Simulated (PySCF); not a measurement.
**The bond of CsRb, level by level**

The task here is to estimate one member of a computed series from the others.

Method: Cs def2-SVPD with ECP46, Rb def2-SVPD with ECP28, scalar-relativistic core potentials; program: PySCF 2.14.0.

The first run:

A driver script around PySCF takes these settings:

- atoms: Cs, Rb
- charge: 0
- basis: Cs def2-SVPD with ECP46, Rb def2-SVPD with ECP28
- Hamiltonian: scalar-relativistic core potentials
- basis functions: 54
- electrons treated: 18
- masses in u: 132.9054, 84.9118
- levels: PBE0, PBE, r²SCAN, B2PLYP, TPSS, LDA, LC-ωPBE, HF, MP2, SCS-MP2, CCSD, CCSD(T)
- grid: 80 radial by 434 angular points
- occupations: held fixed by the projection of orbital angular momentum
- dissociation limit: Cs + Rb, each in its ground configuration
- starting distance in angstrom: 4.265
- values of 2S to try: 0, 2

Run with:

```console
$ OMP_NUM_THREADS=1 python dia.py task.json out
```

Steps of the session up to this table: The job; PBE0 along the bond; Higher solutions at PBE0; PBE (GGA); r²SCAN (meta-GGA); B2PLYP (double hybrid); TPSS; LDA; LC-ωPBE (range-separated hybrid); RHF (mean field); MP2 and coupled cluster.

One of the session's tables, all rows but one given; the rest of the session is left out.

Energy (eV) from each level's lowest point:

| R (Å) | RHF | RHF-MP2 | RHF-SCS-MP2 | RHF-CCSD | RHF-CCSD(T) |
| --- | --- | --- | --- | --- | --- |
| 3.897 | 0.210 | 0.091 | 0.107 | n/a | n/a |
| 4.079 | 0.125 | 0.039 | 0.050 | 0.052 | 0.053 |
| 4.260 | 0.064 | 0.010 | 0.017 | 0.018 | 0.019 |
| 4.396 | ? | ? | ? | ? | ? |
| 4.532 | 0.013 | 0.000 | 0.000 | 0.000 | 0.000 |
| 4.668 | 0.002 | 0.007 | 0.004 | 0.002 | 0.001 |
| 4.849 | 0.000 | 0.026 | 0.019 | 0.015 | 0.012 |
| 5.076 | 0.013 | 0.062 | 0.050 | 0.042 | 0.035 |
| 5.348 | 0.047 | 0.117 | 0.101 | 0.086 | 0.073 |
| 5.710 | 0.113 | 0.204 | 0.181 | n/a | n/a |

Estimate the missing values for R (Å) = 4.396.

Worked estimate for «RHF». A straight line through the neighbours (4.260, 0.064) and (4.532, 0.013) gives 0.064 + (0.013 − 0.064) × (4.396 − 4.260) / (4.532 − 4.260) = 0.038; a parabola fitted to 4 rows on both sides gives 0.033.

**Answer.** RHF: 0.034; RHF-MP2: 0.001; RHF-SCS-MP2: 0.004; RHF-CCSD: 0.005; RHF-CCSD(T): 0.006. In «RHF» the line misses by +0.004 and the parabola by -0.001.
